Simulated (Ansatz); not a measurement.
**GeBr3F: basis-set convergence**

Aim: see how fast density functionals converge with the basis set for GeBr3F.

The runs use Ansatz 0.2.0, Gaussian basis; one geometry, several basis sets.

The runs, in order: PBE0-D4/def2-SVP; ωB97M-V/def2-SVP; PBE0-D4/def2-QZVPP; ωB97M-V/def2-QZVPP; the functionals' def2-TZVPP values are taken from earlier runs.

## Step 1: Structure used throughout

An earlier PBE0-D4 in a triple-zeta def2 set relaxation fixed the geometry.

SMILES `[F][Ge]([Br])([Br])[Br]`, 5 atoms, charge 0, spin multiplicity 1.

Atoms are counted from 1 here; the program's logs count them from 0.

Bond lengths: F1–Ge2 1.717 Å, Ge2–Br3 2.266 Å, Ge2–Br4 2.266 Å, Ge2–Br5 2.266 Å. Angles: F1–Ge2–Br3 107.2°, F1–Ge2–Br4 107.2°, F1–Ge2–Br5 107.2°, Br3–Ge2–Br4 111.7°, Br3–Ge2–Br5 111.7°, Br4–Ge2–Br5 111.6°.

Coordinates:

```
F     0.20689   -1.47093    0.98853
Ge    0.01647   -0.06270    0.02458
Br   -1.30187    1.37010    1.18472
Br   -0.95627   -0.70732   -1.91839
Br    2.08479    0.79725   -0.32104
```

## Step 2: PBE0-D4 in def2-SVP

File in.yaml:

```yaml
crystal:
  periodic: [false, false, false]
  atoms:
    - {symbol: F, position_ang: [0.206886, -1.470929, 0.988533]}
    - {symbol: Ge, position_ang: [0.016468, -0.062701, 0.024577]}
    - {symbol: Br, position_ang: [-1.301869, 1.370105, 1.184723]}
    - {symbol: Br, position_ang: [-0.956271, -0.707322, -1.918390]}
    - {symbol: Br, position_ang: [2.084785, 0.797248, -0.321043]}
basis:
  gaussian: {orbitals: def2-SVP}
hamiltonian: {xc: pbe0, dispersion: d4}
output: {orbitals: {seedname: orbitals}}
```

On the command line:

```bash
$ ansatz run in.yaml --threads 4 --pin off --events-out ev --progress --plain --max-ram 11315MiB
```

After this run come: ωB97M-V in def2-SVP; PBE0-D4 in def2-QZVPP; ωB97M-V in def2-QZVPP.

**Question.** What will the summary of the whole plan be? Wanted: PBE0-D4: double and triple zeta above quadruple; ωB97M-V: double and triple zeta above quadruple.

**Answer**, as computed:

| quantity | value |
| --- | --- |
| PBE0-D4: double and triple zeta above quadruple | 41.81, 5.66 eV |
| ωB97M-V: double and triple zeta above quadruple | 41.48, 5.46 eV |

**Reading.** For PBE0-D4 the step from double to triple zeta gains 36.15 eV and the next only 5.66 eV. Total energies overstate the basis error of differences, where much of it tends to cancel.
